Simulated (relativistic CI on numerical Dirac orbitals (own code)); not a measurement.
# Mo³⁺: one ion under different settings

Aim: see what numerical and physical settings do to the SCF, the total energy and the lowest levels of Mo³⁺.

The numbers are computed with relativistic CI on numerical Dirac orbitals (own code) version 3 (Dirac-Coulomb-Breit CI, KLI orbitals optimised for each configuration, model QED (radiative potential, 1s self-energy scaled to tabulated hydrogen-like ionisation energies), numerical settings as typed), except any that are marked as measured or tabulated.

## Step 1: What is computed

```
ion            : Mo³⁺ (Mo IV)
nuclear charge : 42
electrons      : 39
isotope        : A = 98
```

## Step 2: The usual input

The run's settings:

```ini
atom Mo  Z=42  charge=3  electrons=39
nucleus A=98  rms_radius_fm=4.4091
hamiltonian dirac-coulomb  breit=on  qed=on  c_scale=1
orbitals kli  potential=per-configuration
slater_scale 1
correlation none
mixing on
grid step=0.0125 r_max=50.3
scf mixing=0.4 start=green max_iterations=150 tolerance=2e-08 node_fill=0.05
configurations
  [Kr] 4d3
  [Kr] 4d2 5s
end
```

Command:

```console
python run_levels.py task.json out
```

One command runs all members of the session, one after another, from task.json.

Main fields of the result record, rounded:

```text
status: converged
levels [i, E_cm, J2, conf, term, w_term, w_jj]:
  - [0, 0, 3, "4d3", "4F", 0.9934, 0.4023]
  - [1, 701.50384, 5, "4d3", "4F", 0.9971, 0.7852]
  - [2, 1610.1682, 7, "4d3", "4F", 0.9973, 0.7589]
  - [3, 2672.6291, 9, "4d3", "4F", 0.9905, 0.4847]
  - [4, 12967.94, 1, "4d3", "4P", 0.9514, 0.7427]
  - [5, 13040.447, 3, "4d3", "4P", 0.8837, 0.5594]
  - [6, 13909.572, 7, "4d3", "2G", 0.993, 0.4997]
  - [7, 14154.053, 5, "4d3", "4P", 0.9931, 0.6358]
  - [8, 14645.827, 9, "4d3", "2G", 0.8864, 0.6321]
  - [9, 17241.732, 1, "4d3", "2P", 0.9345, 0.7337]
  - [10, 17353.225, 3, "4d3", "2P", 0.5955, 0.5128]
  - [11, 18675.087, 9, "4d3", "2H", 0.8978, 0.4968]
  - [12, 19110.569, 11, "4d3", "2H", 1, 1]
  - [13, 20389.142, 3, "4d3", "2D", 0.6941, 0.6895]
  - "... 16 more rows left out ..."
total_energy [Ha]: -4041.5221204
n_levels_all: 35
overlap: 2.49322e-12
scf_iterations: [11, 11]
orbital_energies [Ha]: {"1s": -728.794, "2s": -104.139, "2p1/2": -95.8796, "2p3/2": -91.9745, "3s": -19.0181, "3p1/2": -15.8749, "3p3/2": -15.2304, "3d3/2": -9.68275, "3d5/2": -9.56099, "4s": -3.73675, "4p1/2": -2.83977, "4p3/2": -2.7472, "4d3/2": -1.4283, "4d5/2": -1.41811}
configurations [conf, odd, states, E_av_Ha, breit_Ha, qed_Ha]:
  - ["4d3", 0, 120, -4045.487169, 2.424, 1.621]
  - ["4d2 5s", 0, 90, -4045.230579, 2.425, 1.622]
scf_steps of the first configuration [iteration, E_Ha, residual, outer_eigenvalue_Ha]:
  - [1, -4026.838884, 2.41, -2.778]
  - [2, -4043.181701, 0.827, -1.745]
  - [3, -4045.453957, 0.0964, -1.384]
  - [4, -4045.478984, 0.0613, -1.448]
  - [5, -4045.487185, 0.0146, -1.429]
  - [6, -4045.487107, 0.00102, -1.417]
  - [7, -4045.487171, 0.000277, -1.418]
  - [8, -4045.487169, 2.52e-05, -1.418]
  - [9, -4045.487169, 1.35e-06, -1.418]
  - [10, -4045.487169, 1.53e-07, -1.418]
  - [11, -4045.487169, 8.25e-10, -1.418]
```

Run time: 0.14 s. Hardware: 1 thread of Neoverse-V1, shared host.

## Step 3: Node fill 0.5, end of the grid 35.21

Settings: those of step 2 with these lines changed.

```diff
@@ -7,4 +7,4 @@
 mixing on
-grid step=0.0125 r_max=50.3
-scf mixing=0.4 start=green max_iterations=150 tolerance=2e-08 node_fill=0.05
+grid step=0.0125 r_max=35.21
+scf mixing=0.4 start=green max_iterations=150 tolerance=2e-08 node_fill=0.5
 configurations
```

Results of the run:

```text
status: converged
levels [i, E_cm, J2, conf, term, w_term]:
  - [0, 0, 3, "4d3", "4F", 0.9922]
  - [1, 751.70839, 5, "4d3", "4F", 0.9967]
  - [2, 1718.4448, 7, "4d3", "4F", 0.9967]
  - [3, 2839.5633, 9, "4d3", "4F", 0.9887]
  - [4, 12777.9, 1, "4d3", "4P", 0.9425]
  - [5, 12822.885, 3, "4d3", "4P", 0.8641]
  - [6, 13726.297, 7, "4d3", "2G", 0.9921]
  - [7, 14049.076, 5, "4d3", "4P", 0.9919]
  - "... 22 more rows left out ..."
total_energy [Ha]: -4041.4817578
n_levels_all: 35
overlap: 2.50421e-12
scf_iterations: [12, 11]
orbital_energies [Ha]: {"1s": -726.88, "2s": -103.339, "2p1/2": -94.9798, "2p3/2": -91.1005, "3s": -18.6859, "3p1/2": -15.5299, "3p3/2": -14.8924, "3d3/2": -9.34139, "3d5/2": -9.22244, "4s": -3.65076, "4p1/2": -2.76196, "4p3/2": -2.67292, "4d3/2": -1.37471, "4d5/2": -1.36512}
configurations [conf, odd, states, E_av_Ha, breit_Ha, qed_Ha]:
  - ["4d3", 0, 120, -4045.433535, 2.412, 1.62]
  - ["4d2 5s", 0, 90, -4045.177499, 2.412, 1.62]
scf_steps of the first configuration [iteration, E_Ha, residual, outer_eigenvalue_Ha]:
  - [1, -4026.838884, 2.54, -2.778]
  - [2, -4043.605277, 0.874, -1.7]
  - [3, -4045.367983, 0.108, -1.329]
  - [4, -4045.472453, 0.0635, -1.393]
  - [5, -4045.441313, 0.0157, -1.376]
  - [6, -4045.433243, 0.000504, -1.365]
  - [7, -4045.433275, 0.000366, -1.365]
  - [8, -4045.433564, 5.14e-05, -1.365]
  - [9, -4045.433554, 3.39e-05, -1.365]
  - [10, -4045.433535, 1.12e-07, -1.365]
  - [11, -4045.433535, 6.66e-08, -1.365]
  - [12, -4045.433535, 1.18e-09, -1.365]
```

Wall time 0.14 s (1 thread of Neoverse-V1, shared host).

## Step 4: Speed-of-light factor 1.25

The run's settings:

```ini
atom Mo  Z=42  charge=3  electrons=39
nucleus A=98  rms_radius_fm=4.4091
hamiltonian dirac-coulomb  breit=on  qed=on  c_scale=1.25
orbitals kli  potential=per-configuration
slater_scale 1
correlation none
mixing on
grid step=0.0125 r_max=50.3
scf mixing=0.4 start=green max_iterations=150 tolerance=2e-08 node_fill=0.05
configurations
  [Kr] 4d3
  [Kr] 4d2 5s
end
```

Results of the run:

```text
status: converged
levels [i, E_cm, J2, conf, term, w_term]:
  - [0, 0, 3, "4d3", "4F", 0.9972]
  - [1, 441.04117, 5, "4d3", "4F", 0.9987]
  - [2, 1028.3979, 7, "4d3", "4F", 0.9989]
  - [3, 1737.7704, 9, "4d3", "4F", 0.9962]
  - [4, 12753.167, 1, "4d3", "4P", 0.9789]
  - [5, 12872.69, 3, "4d3", "4P", 0.9482]
  - [6, 13492.397, 5, "4d3", "4P", 0.997]
  - [7, 13584.683, 7, "4d3", "2G", 0.996]
  - "... 22 more rows left out ..."
total_energy [Ha]: -4015.9492182
n_levels_all: 35
overlap: 2.4719e-12
scf_iterations: [11, 11]
orbital_energies [Ha]: {"1s": -722.196, "2s": -102.582, "2p1/2": -94.4943, "2p3/2": -92.046, "3s": -18.7308, "3p1/2": -15.6412, "3p3/2": -15.238, "3d3/2": -9.70985, "3d5/2": -9.63174, "4s": -3.69092, "4p1/2": -2.80863, "4p3/2": -2.75067, "4d3/2": -1.43274, "4d5/2": -1.42617}
configurations [conf, odd, states, E_av_Ha, breit_Ha, qed_Ha]:
  - ["4d3", 0, 120, -4018.859549, 1.537, 1.451]
  - ["4d2 5s", 0, 90, -4018.587947, 1.538, 1.452]
scf_steps of the first configuration [iteration, E_Ha, residual, outer_eigenvalue_Ha]:
  - [1, -4001.096327, 2.36, -2.772]
  - [2, -4016.669056, 0.808, -1.752]
  - [3, -4018.829907, 0.0922, -1.393]
  - [4, -4018.852508, 0.0576, -1.455]
  - [5, -4018.859582, 0.014, -1.436]
  - [6, -4018.859492, 0.000953, -1.426]
  - [7, -4018.859549, 0.000219, -1.426]
  - [8, -4018.85955, 2.4e-05, -1.426]
  - [9, -4018.859549, 1.33e-06, -1.426]
  - [10, -4018.859549, 1.54e-07, -1.426]
  - [11, -4018.859549, 7.59e-10, -1.426]
```

It took 0.14 s on 1 thread of Neoverse-V1, shared host.

With a scaled speed of light this is not the real ion; the QED potentials keep the true α and change only through the orbitals.

## Step 5: Nuclear radius 3.9682

Settings: those of step 4 with these lines changed.

```diff
@@ -1,4 +1,4 @@
 atom Mo  Z=42  charge=3  electrons=39
-nucleus A=98  rms_radius_fm=4.4091
-hamiltonian dirac-coulomb  breit=on  qed=on  c_scale=1.25
+nucleus A=98  rms_radius_fm=3.9682
+hamiltonian dirac-coulomb  breit=on  qed=on  c_scale=1
 orbitals kli  potential=per-configuration
```

Results of the run:

```text
status: converged
levels [i, E_cm, J2, conf, term, w_term]:
  - [0, 0, 3, "4d3", "4F", 0.9934]
  - [1, 701.50242, 5, "4d3", "4F", 0.9971]
  - [2, 1610.1651, 7, "4d3", "4F", 0.9973]
  - [3, 2672.624, 9, "4d3", "4F", 0.9905]
  - [4, 12967.931, 1, "4d3", "4P", 0.9514]
  - [5, 13040.436, 3, "4d3", "4P", 0.8837]
  - [6, 13909.558, 7, "4d3", "2G", 0.993]
  - [7, 14154.043, 5, "4d3", "4P", 0.9931]
  - "... 22 more rows left out ..."
total_energy [Ha]: -4041.5322773
n_levels_all: 35
overlap: 2.49391e-12
scf_iterations: [11, 11]
orbital_energies [Ha]: {"1s": -728.798, "2s": -104.14, "2p1/2": -95.8796, "2p3/2": -91.9745, "3s": -19.0182, "3p1/2": -15.8749, "3p3/2": -15.2304, "3d3/2": -9.68274, "3d5/2": -9.56098, "4s": -3.73677, "4p1/2": -2.83977, "4p3/2": -2.7472, "4d3/2": -1.4283, "4d5/2": -1.41811}
configurations [conf, odd, states, E_av_Ha, breit_Ha, qed_Ha]:
  - ["4d3", 0, 120, -4045.497435, 2.424, 1.621]
  - ["4d2 5s", 0, 90, -4045.240848, 2.425, 1.622]
scf_steps of the first configuration [iteration, E_Ha, residual, outer_eigenvalue_Ha]:
  - [1, -4026.849088, 2.41, -2.778]
  - [2, -4043.191958, 0.827, -1.745]
  - [3, -4045.464222, 0.0964, -1.384]
  - [4, -4045.489249, 0.0613, -1.448]
  - [5, -4045.497451, 0.0146, -1.429]
  - [6, -4045.497373, 0.00102, -1.417]
  - [7, -4045.497437, 0.000277, -1.418]
  - [8, -4045.497435, 2.52e-05, -1.418]
  - [9, -4045.497434, 1.35e-06, -1.418]
  - [10, -4045.497435, 1.53e-07, -1.418]
  - [11, -4045.497435, 8.25e-10, -1.418]
```

Run time: 0.14 s. Hardware: 1 thread of Neoverse-V1, shared host.

The changed nuclear radius is not that of the isotope named.

## Step 6: Potential mixing 0.7

The run's settings:

```ini
atom Mo  Z=42  charge=3  electrons=39
nucleus A=98  rms_radius_fm=4.4091
hamiltonian dirac-coulomb  breit=on  qed=on  c_scale=1
orbitals kli  potential=per-configuration
slater_scale 1
correlation none
mixing on
grid step=0.0125 r_max=50.3
scf mixing=0.7 start=green max_iterations=150 tolerance=2e-08 node_fill=0.05
configurations
  [Kr] 4d3
  [Kr] 4d2 5s
end
```

Results of the run:

```text
status: converged
levels [i, E_cm, J2, conf, term, w_term]:
  - [0, 0, 3, "4d3", "4F", 0.9934]
  - [1, 701.50384, 5, "4d3", "4F", 0.9971]
  - [2, 1610.1682, 7, "4d3", "4F", 0.9973]
  - [3, 2672.6291, 9, "4d3", "4F", 0.9905]
  - [4, 12967.94, 1, "4d3", "4P", 0.9514]
  - [5, 13040.447, 3, "4d3", "4P", 0.8837]
  - [6, 13909.572, 7, "4d3", "2G", 0.993]
  - [7, 14154.053, 5, "4d3", "4P", 0.9931]
  - "... 22 more rows left out ..."
total_energy [Ha]: -4041.5221204
n_levels_all: 35
overlap: 2.49287e-12
scf_iterations: [10, 10]
orbital_energies [Ha]: {"1s": -728.794, "2s": -104.139, "2p1/2": -95.8796, "2p3/2": -91.9745, "3s": -19.0181, "3p1/2": -15.8749, "3p3/2": -15.2304, "3d3/2": -9.68275, "3d5/2": -9.56099, "4s": -3.73675, "4p1/2": -2.83977, "4p3/2": -2.7472, "4d3/2": -1.4283, "4d5/2": -1.41811}
configurations [conf, odd, states, E_av_Ha, breit_Ha, qed_Ha]:
  - ["4d3", 0, 120, -4045.487169, 2.424, 1.621]
  - ["4d2 5s", 0, 90, -4045.230579, 2.425, 1.622]
scf_steps of the first configuration [iteration, E_Ha, residual, outer_eigenvalue_Ha]:
  - [1, -4026.838884, 2.41, -2.778]
  - [2, -4044.664177, 0.62, -1.257]
  - [3, -4045.483569, 0.0555, -1.46]
  - [4, -4045.48741, 0.00948, -1.423]
  - [5, -4045.487128, 0.000453, -1.418]
  - [6, -4045.487173, 0.000145, -1.418]
  - [7, -4045.487169, 7.14e-06, -1.418]
  - [8, -4045.487169, 5.41e-07, -1.418]
  - [9, -4045.487169, 3.83e-08, -1.418]
  - [10, -4045.487169, 1.95e-09, -1.418]
```

Wall time 0.13 s (1 thread of Neoverse-V1, shared host).

## Step 7: Slater scale -1

The run's settings:

```ini
atom Mo  Z=42  charge=3  electrons=39
nucleus A=98  rms_radius_fm=4.4091
hamiltonian dirac-coulomb  breit=on  qed=on  c_scale=1
orbitals kli  potential=per-configuration
slater_scale -1
correlation none
mixing on
grid step=0.0125 r_max=50.3
scf mixing=0.4 start=green max_iterations=51 tolerance=2e-08 node_fill=0.05
configurations
  [Kr] 4d3
  [Kr] 4d2 5s
end
```

Results of the run:

```text
status: converged
levels [i, E_cm, J2, conf, term, w_term]:
  - [0, 0, 5, "4d3", "2D", 0.9949]
  - [1, 619.19898, 3, "4d3", "2D", 0.9997]
  - [2, 16859.79, 7, "4d3", "2F", 0.9934]
  - [3, 17381.444, 5, "4d3", "2F", 0.9899]
  - [4, 25761.204, 3, "4d3", "2D", 0.6472]
  - [5, 27260.347, 1, "4d3", "2P", 0.9487]
  - [6, 27901.981, 5, "4d3", "2D", 0.9831]
  - [7, 28874.423, 9, "4d3", "2H", 0.9442]
  - "... 22 more rows left out ..."
total_energy [Ha]: -4041.5814958
n_levels_all: 35
overlap: 2.49322e-12
scf_iterations: [11, 11]
orbital_energies [Ha]: {"1s": -728.794, "2s": -104.139, "2p1/2": -95.8796, "2p3/2": -91.9745, "3s": -19.0181, "3p1/2": -15.8749, "3p3/2": -15.2304, "3d3/2": -9.68275, "3d5/2": -9.56099, "4s": -3.73675, "4p1/2": -2.83977, "4p3/2": -2.7472, "4d3/2": -1.4283, "4d5/2": -1.41811}
configurations [conf, odd, states, E_av_Ha, breit_Ha, qed_Ha]:
  - ["4d3", 0, 120, -4045.487169, 2.424, 1.621]
  - ["4d2 5s", 0, 90, -4045.230579, 2.425, 1.622]
scf_steps of the first configuration [iteration, E_Ha, residual, outer_eigenvalue_Ha]:
  - [1, -4026.838884, 2.41, -2.778]
  - [2, -4043.181701, 0.827, -1.745]
  - [3, -4045.453957, 0.0964, -1.384]
  - [4, -4045.478984, 0.0613, -1.448]
  - [5, -4045.487185, 0.0146, -1.429]
  - [6, -4045.487107, 0.00102, -1.417]
  - [7, -4045.487171, 0.000277, -1.418]
  - [8, -4045.487169, 2.52e-05, -1.418]
  - [9, -4045.487169, 1.35e-06, -1.418]
  - [10, -4045.487169, 1.53e-07, -1.418]
  - [11, -4045.487169, 8.25e-10, -1.418]
```

It took 0.14 s on 1 thread of Neoverse-V1, shared host.

This setting is unsound; the numbers are not properties of the ion.

## Step 8: Node fill 5

The run's settings:

```ini
atom Mo  Z=42  charge=3  electrons=39
nucleus A=98  rms_radius_fm=4.4091
hamiltonian dirac-coulomb  breit=on  qed=on  c_scale=1
orbitals kli  potential=per-configuration
slater_scale 1
correlation none
mixing on
grid step=0.0125 r_max=50.3
scf mixing=0.4 start=green max_iterations=62 tolerance=2e-08 node_fill=5
configurations
  [Kr] 4d3
  [Kr] 4d2 5s
end
```

Results of the run:

```text
status: converged
levels [i, E_cm, J2, conf, term, w_term]:
  - [0, 0, 3, "4d3", "4F", 0.989]
  - [1, 860.61474, 5, "4d3", "4F", 0.9954]
  - [2, 1947.5518, 7, "4d3", "4F", 0.9952]
  - [3, 3182.52, 9, "4d3", "4F", 0.9835]
  - [4, 12117.233, 3, "4d3", "4P", 0.8069]
  - [5, 12160.21, 1, "4d3", "4P", 0.9147]
  - [6, 13093.225, 7, "4d3", "2G", 0.9894]
  - [7, 13624.827, 5, "4d3", "4P", 0.9883]
  - "... 22 more rows left out ..."
total_energy [Ha]: -4041.0593363
n_levels_all: 35
overlap: 1.77407e-12
scf_iterations: [12, 11]
orbital_energies [Ha]: {"1s": -723.481, "2s": -101.953, "2p1/2": -93.3669, "2p3/2": -89.5399, "3s": -18.0352, "3p1/2": -14.8645, "3p3/2": -14.2423, "3d3/2": -8.72869, "3d5/2": -8.61443, "4s": -3.42559, "4p1/2": -2.56077, "4p3/2": -2.478, "4d3/2": -1.24667, "4d5/2": -1.23845}
configurations [conf, odd, states, E_av_Ha, breit_Ha, qed_Ha]:
  - ["4d3", 0, 120, -4044.982583, 2.385, 1.615]
  - ["4d2 5s", 0, 90, -4044.729479, 2.385, 1.616]
scf_steps of the first configuration [iteration, E_Ha, residual, outer_eigenvalue_Ha]:
  - [1, -4026.838884, 2.82, -2.778]
  - [2, -4044.413694, 0.955, -1.598]
  - [3, -4044.798233, 0.136, -1.211]
  - [4, -4045.10946, 0.0805, -1.261]
  - [5, -4045.006726, 0.0152, -1.248]
  - [6, -4044.985743, 0.00235, -1.24]
  - [7, -4044.982414, 0.0002, -1.238]
  - [8, -4044.982665, 4.26e-05, -1.238]
  - [9, -4044.982619, 2.08e-05, -1.238]
  - [10, -4044.982585, 1.01e-06, -1.238]
  - [11, -4044.982583, 2.89e-08, -1.238]
  - [12, -4044.982583, 5.52e-09, -1.238]
```

Wall time 0.14 s (1 thread of Neoverse-V1, shared host).

A bad setting: its result is shown only for the comparison.

## Step 9: Comparison

| setting | total energy less usual (Ha) | largest shift of a level among the lowest eight of both runs, same label and place (cm⁻¹) | SCF iterations | time | lowest level | kind of change |
| --- | --- | --- | --- | --- | --- | --- |
| usual | 0 | 0 | 22 | 0.14 s | 4d3 4F3/2 | - |
| node fill 0.5, end of the grid 35.21 | 0.0404 | 218 | 23 | 0.14 s | 4d3 4F3/2 | numerical |
| speed-of-light factor 1.25 | 25.6 | 935 | 22 | 0.14 s | 4d3 4F3/2 | unphysical constant |
| nuclear radius 3.9682 | -0.0102 | 0.0149 | 22 | 0.14 s | 4d3 4F3/2 | unphysical constant |
| potential mixing 0.7 | 0 | 0 | 20 | 0.13 s | 4d3 4F3/2 | numerical |
| Slater scale -1 | -0.0594 | - | 22 | 0.14 s | 4d3 2D5/2 | unsound |
| node fill 5 | 0.463 | 923 | 23 | 0.14 s | 4d3 4F3/2 | unsound |

## Step 10: What came out

| quantity | value |
| --- | --- |
| lowest level, usual settings | 4d3 4F3/2 |
| total energy | -4041.5221 Ha |
| first excitation | 701.5 cm⁻¹ |

What this shows: The lowest level changes under «Slater scale -1». Among the runs whose levels can be followed, they move most under «speed-of-light factor 1.25» (unphysical constant), by up to 935 cm⁻¹. No visible change in the result comes from «potential mixing 0.7». Only the listed configurations are in the model. Near neutrality, missing correlation can shift configurations against each other by thousands of cm⁻¹.
